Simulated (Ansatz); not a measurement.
**CH₄OSSi: one species, many methods**

How much do the methods differ for CH₄OSSi? The plan is to run it at one geometry with functionals of several rungs and with coupled cluster. The yardstick is the atomisation energy at the CCSD(T) limit.

Computed with Ansatz 0.2.0, Gaussian basis. Level: functionals in def2-TZVPP, the program's frozen cores in correlated methods.

Plan: LDA (SPW92), PBE-D4, revPBE-D4, BLYP-D4, r2SCAN-D4, B97M-V, PBE0-D4, B3LYP-D4, r2SCANh-D4, r2SCAN0-D4, HSE06-D4, BHLYP-D4, CAM-B3LYP-D4, LC-ωPBE, ωB97X-V, ωB97M-V, B2PLYP, PBE-QIDH; CCSD(T)/def2-SVP; CCSD(T)/def2-TZVPP; MP2/def2-QZVPP; extrapolation to the limit; RPA on PBE.

### 1 Structure used throughout

All runs share one geometry, relaxed beforehand with PBE0-D4 in a triple-zeta def2 set.

SMILES `CS[Si]O`, 8 atoms, charge 0, spin multiplicity 1.

Atoms are counted from 1 here; the program's logs count them from 0.

Bond lengths: C1–S2 1.813 Å, C1–H5 1.091 Å, C1–H6 1.089 Å, C1–H7 1.091 Å, S2–Si3 2.160 Å, Si3–O4 1.651 Å, O4–H8 0.961 Å. Angles: S2–C1–H5 111.2°, S2–C1–H6 107.4°, S2–C1–H7 111.2°, H5–C1–H6 108.2°, H5–C1–H7 110.5°, H6–C1–H7 108.2°, C1–S2–Si3 107.1°, S2–Si3–O4 103.8°, Si3–O4–H8 121.8°.

### 2 LDA

This LDA is Slater exchange with PW92 correlation.

Contents of in.yaml:

```yaml
crystal:
  periodic: [false, false, false]
  atoms:
    - {symbol: C, position_ang: [0.724364, 0.538786, -0.590426]}
    - {symbol: S, position_ang: [-0.196927, -0.844075, -1.315699]}
    - {symbol: Si, position_ang: [-1.496607, -1.621167, 0.224770]}
    - {symbol: O, position_ang: [-1.178823, -0.661369, 1.529891]}
    - {symbol: H, position_ang: [1.342330, 0.206516, 0.245183]}
    - {symbol: H, position_ang: [1.381881, 0.933177, -1.364109]}
    - {symbol: H, position_ang: [0.052510, 1.338175, -0.274049]}
    - {symbol: H, position_ang: [-0.536726, 0.052757, 1.488437]}
basis:
  gaussian: {orbitals: def2-TZVPP}
hamiltonian: {xc: lda}
output: {orbitals: {seedname: orbitals}}
```

After this run come: PBE-D4 (GGA); revPBE-D4 (GGA); BLYP-D4 (GGA); r2SCAN-D4 (meta-GGA); B97M-V (meta-GGA); PBE0-D4 (hybrid); B3LYP-D4 (hybrid); r2SCANh-D4 (hybrid); r2SCAN0-D4 (hybrid); HSE06-D4 (hybrid); BHLYP-D4 (hybrid); CAM-B3LYP-D4 (range-separated); LC-ωPBE-D4 (range-separated); ωB97X-V (range-separated); ωB97M-V (range-separated); B2PLYP (double hybrid); PBE-QIDH (double hybrid); CCSD(T) in def2-SVP; CCSD(T) in def2-TZVPP; MP2 in def2-QZVPP; RPA on PBE orbitals.

**Question.** What will the summary of the whole plan be? Wanted: atomisation energy, CCSD(T)/CBS; farthest beyond LDA; mean size of error, GGA; mean size of error, meta-GGA; mean size of error, hybrid; mean size of error, range-separated; mean size of error, double hybrid; gap, smallest and largest; T1 diagnostic.

**Answer**, as computed:

| quantity | value |
| --- | --- |
| atomisation energy, CCSD(T)/CBS | 693.7 kcal/mol |
| functionals within 3.5 kcal/mol (0.5 %) | BLYP-D4, r2SCAN-D4, B97M-V, PBE0-D4, B3LYP-D4, HSE06-D4, CAM-B3LYP-D4, ωB97X-V |
| farthest beyond LDA | BHLYP-D4 (-26.8 kcal/mol) |
| mean size of error, GGA | 6.0 kcal/mol |
| mean size of error, meta-GGA | 1.6 kcal/mol |
| mean size of error, hybrid | 9.0 kcal/mol |
| mean size of error, range-separated | 4.5 kcal/mol |
| mean size of error, double hybrid | 10.2 kcal/mol |
| gap, smallest and largest | 3.42 eV (LDA (SPW92)), 9.97 eV (LC-ωPBE) |
| T1 diagnostic | 0.0143 |
| triples share of the correlation energy | 4.2 % |

LDA overbinds by 104.4 kcal/mol (15 %). PBE-D4 misses by +13.5 kcal/mol. Double hybrids carry the basis error of their MP2 part in triple zeta, and no dispersion term here, so their miss is partly the set-up's. Taken by rung, meta-GGA functionals do best (1.6 kcal/mol on average) and double hybrid ones worst beyond LDA (10.2 kcal/mol). Misses under about 3.5 kcal/mol are within the doubt on the reference itself, which lacks core-valence correlation, relativity and higher excitations. Hartree-Fock recovers 70 % of the binding; the rest is correlation. CCSD(T) in def2-SVP is off by -55.0 kcal/mol, worse than the median functional, from the basis alone. Orbital gaps span 3.4 to 10.0 eV; exact exchange widens them.
